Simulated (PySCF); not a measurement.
# HgCl: basis, grid and Hamiltonian

Which parts of the numerical set-up matter for HgCl? Each run edits the base script.

Method: method and basis as typed in the scripts; program: PySCF 2.14.0.

4 further runs of the same task are left out: 2 for a known fault of the program, 2 that didn't finish.

**1. The system as given**

HgCl: 2 atoms, charge 0, spin multiplicity 2.

Bond lengths: Hg1–Cl2 2.508 Å.

**2. The run that the others are compared with**

input.py

```python
from pyscf import gto, scf

mol = gto.M(
    atom='Hg 0 0 0; Cl 0 0 2.508',
    basis='sbkjc',
    ecp={'Hg': 'sbkjc', 'Cl': 'sbkjc'},
    charge=0,
    spin=1,
    verbose=4,
)
mf = scf.ROHF(mol)
mf.kernel()
mf.dip_moment()
print('orbital energies (hartree):', mf.mo_energy[..., max(0, mol.nelec[1]-3):mol.nelec[0]+3].round(4))
```

On the command line:

```console
OMP_NUM_THREADS=1 python input.py
```

Its log is not repeated here.

Base result: E(SCF) = -167.515696 Eh, 13 cycles, μ = 5.10 D.

The bond length is a typed value, not an optimised one.

**3. Jorge-dzp-dkh (core potential off, X2C on)**

Edit 1 changes basis set: sbkjc → jorge-dzp-dkh; core potential: on → off; spin-free X2C: off → on. The core potential changes with it: totals don't compare.

input.py

```python
from pyscf import gto, scf

mol = gto.M(
    atom='Hg 0 0 0; Cl 0 0 2.508',
    basis='jorge-dzp-dkh',
    charge=0,
    spin=1,
    verbose=4,
)
mf = scf.ROHF(mol)
mf = mf.sfx2c1e()
mf.kernel()
mf.dip_moment()
print('orbital energies (hartree):', mf.mo_energy[..., max(0, mol.nelec[1]-3):mol.nelec[0]+3].round(4))
```

On the command line:

```console
OMP_NUM_THREADS=1 python input.py
```

**4. Crenbl**

Edit 2 changes basis set: sbkjc → crenbl. The core potential changes with it: totals don't compare.

input.py: that of step 2 with these lines changed.

```diff
@@ -4,4 +4,4 @@
     atom='Hg 0 0 0; Cl 0 0 2.508',
-    basis='sbkjc',
-    ecp={'Hg': 'sbkjc', 'Cl': 'sbkjc'},
+    basis='crenbl',
+    ecp={'Hg': 'crenbl', 'Cl': 'crenbl'},
     charge=0,
```

**5. Cartesian functions on**

Edit 3 changes Cartesian functions: off → on.

input.py: that of step 2 with these lines changed.

```diff
@@ -8,2 +8,3 @@
     spin=1,
+    cart=True,
     verbose=4,
```

**Question.** What will these runs give? Wanted: for each run, E(SCF); from base; SCF dipole.

As calculated:

```csv
run,E(SCF) (hartree),from base (eV),cycles,SCF dipole (D),functions
base,-167.515696,0,13,5.10,39
"jorge-dzp-dkh (core potential off, X2C on)",-20053.116094,not comparable,12,5.16,84
crenbl,-167.411936,not comparable,11,5.11,56
Cartesian functions on,-167.518976,-0.0892,13,5.08,42
```

The dearest run is “jorge-dzp-dkh (core potential off, X2C on)”, at 3.1 s against 1 s.
